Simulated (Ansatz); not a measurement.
# CH3Ga (triplet): wave-function methods side by side at a displaced geometry (v2), cc-pVDZ

The task here is to estimate one member of a computed series from the others.

Program: Ansatz 0.2.0, Gaussian basis. Level of theory: cc-pVDZ, core rule «outside noble gas», up to 15 orbitals frozen. These are calculated values, not measurements.

To be run: UHF; CCSD(T) on ROHF; CCSD(T) on UHF; BCCD(T) on ROHF; CISD as a restricted active space (open shells left free, so some higher excitations enter); CCSDT(Q) on ROHF; CCSDT(Q) on UHF.

20 further runs of the same task are left out: 2 for a known fault of the program, 7 that didn't finish, 11 set aside as unsound or not needed. Runs told in other sessions of the task aren't counted.

**What is computed**

The geometry is a PBE0/def2-TZVP stationary point (not a proven minimum) with its atoms shifted at random (size 0.100 Å). No spin-orbit coupling is included. The filled d shell of Ga may be among the frozen orbitals whatever the setting's name suggests.

5 atoms, charge 0, spin multiplicity 3.

Atoms are counted from 1 here; the program's logs count them from 0.

Bond lengths: C1–Ga2 1.910 Å, C1–H3 1.083 Å, Ga2–H4 1.493 Å, Ga2–H5 1.703 Å. Angles: Ga2–C1–H3 153.3°, C1–Ga2–H4 119.2°, C1–Ga2–H5 118.5°, H4–Ga2–H5 120.6°.

Set-up of the first run:

Contents of in.yaml:

```yaml
crystal:
  periodic: [false, false, false]
  atoms:
    - {symbol: C, position_ang: [0.138026, -0.093407, 1.614560]}
    - {symbol: Ga, position_ang: [-0.026848, 0.013033, -0.284957]}
    - {symbol: H, position_ang: [0.049772, 0.305744, 2.617044]}
    - {symbol: H, position_ang: [0.132881, 1.336224, -0.958069]}
    - {symbol: H, position_ang: [0.029822, -1.430481, -1.186689]}
basis:
  gaussian: {orbitals: cc-pVDZ}
magnetization: {spin_polarized: true, initial_magnetization: 2}
hamiltonian: {xc: hf}
output: {orbitals: {seedname: orbitals}}
```

Launch:

```bash
$ ansatz run in.yaml --threads 1 --pin off --events-out ev --progress --plain --max-ram 2393MiB
```

Among the steps run: UHF; CCSD(T) on ROHF; CCSD(T) on UHF; BCCD(T) on ROHF; CISD as a restricted active space (open shells left free, so some higher excitations enter); CCSDT(Q) on ROHF; CCSDT(Q) on UHF.

One table of the session follows, with a row left open; its other results are not shown here.

| method | from UCCSDT(Q) (kcal/mol) |
| --- | --- |
| ROHF | +124.27 |
| UHF | +119.88 |
| RMP2 | +25.43 |
| UMP2 | ? |
| RCCSD | +3.18 |
| UCCSD | +3.07 |
| RCCSD(T) | +0.74 |
| UCCSD(T) | +0.71 |
| BCCD(T) | +0.73 |
| RCCSDT | +0.17 |
| UCCSDT | +0.13 |
| RCCSDT(Q) | +0.04 |
| UCCSDT(Q) | 0 |

Q: Estimate the row for UMP2 from the others.

**Answer.** from UCCSDT(Q) (kcal/mol): +25.32. In the column «from UCCSDT(Q) (kcal/mol)» it lies between RCCSD (+3.18) and RMP2 (+25.43).

Not comparable, so not listed: CISD as a restricted active space (open shells left free, so some higher excitations enter) (they don't share determinant, frozen orbitals or solution with the rows shown, or repeat one).

Caveats from the session: Restricted and unrestricted rows rest on different reference determinants; a gap between their highest levels can come from leftover correlation error, from unlike frozen cores or from another state.
